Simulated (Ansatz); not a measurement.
LaPb2: band structure with PBEsol

Crystal: LaPb2.

```
CELL_PARAMETERS angstrom
-2.06634 2.06634 5.63845
2.06634 -2.06634 5.63845
2.06634 2.06634 -5.63845
ATOMIC_POSITIONS crystal
Pb 0.68639 0.68639 0.00000
Pb 0.31361 0.31361 0.00000
La 0.00000 0.00000 0.00000
```

The cell comes from a database or a generator and needn't be the stable form of this composition.

```json
{
 "Program": "Ansatz 0.2.0",
 "Task": "band structure",
 "Functional": "PBEsol",
 "Potentials or basis": "Ansatz PAW",
 "Cutoff": "420 eV (not typed: the program's choice for these potentials)",
 "k mesh": "9 × 9 × 9",
 "Occupations": "fermi-dirac, width 0.05 eV",
 "Spin": "no spin polarisation",
 "Path": "[[\"G\", \"X\", \"Y\", \"S\", \"G\", \"Z\", \"S1\", \"N\", \"P\", \"Y1\", \"Z\"], [\"X\", \"P\"]]",
 "Points for each segment of the path": "14"
}
```

| Item | Value |
| --- | --- |
| Pressure | -2.6 GPa |
| Largest force | 0.004 eV/Å |
| Band gap on the k mesh | none (metal or under the smearing width) |

Forces in eV/Å, atoms in the order of the input:
```
Pb   0.000  0.000  0.004
Pb   0.000  0.000 -0.004
La   0.000  0.000  0.000
```

Stress tensor (GPa, compression positive):
```
-2.99  0.00  0.00
 0.00 -2.99  0.00
 0.00  0.00 -1.80
```

Levels at the corners of the path, in eV from the Fermi level:
```
point  band 18  band 19  band 20  band 21  band 22  band 23
    Γ    -0.72    -0.72    -0.17     1.06     1.30     1.37
    X    -3.01    -1.89    -0.36     0.74     1.14     1.41
    Y    -2.93    -1.90    -0.30     0.65     0.88     1.39
    S    -1.27    -0.17     0.38     1.16     1.27     1.30
    Γ    -0.72    -0.72    -0.17     1.06     1.30     1.37
    Z    -0.23    -0.14    -0.14     0.66     0.87     1.35
   S1    -1.27    -0.17     0.38     1.16     1.27     1.30
    N    -1.96    -0.30     0.50     1.10     1.16     1.34
    P    -3.34    -1.49    -0.09     0.38     0.38     1.41
   Y1    -2.93    -1.90    -0.30     0.65     0.88     1.39
    Z    -0.23    -0.14    -0.14     0.66     0.87     1.35
    X    -3.01    -1.89    -0.36     0.74     1.14     1.41
    P    -3.34    -1.49    -0.09     0.38     0.38     1.41
```

Run time: 13 s on 2 threads of Intel(R) Xeon(R) Platinum 8488C (Sapphire Rapids), with other jobs on the host, peak memory 0.61 GiB.

Caveat: spin-orbit coupling is left out, which moves the levels of the heavy elements; the PAW data sets come from PBE, with cores solved anew for the run's functional, which leaves a small shift of forces and pressure.
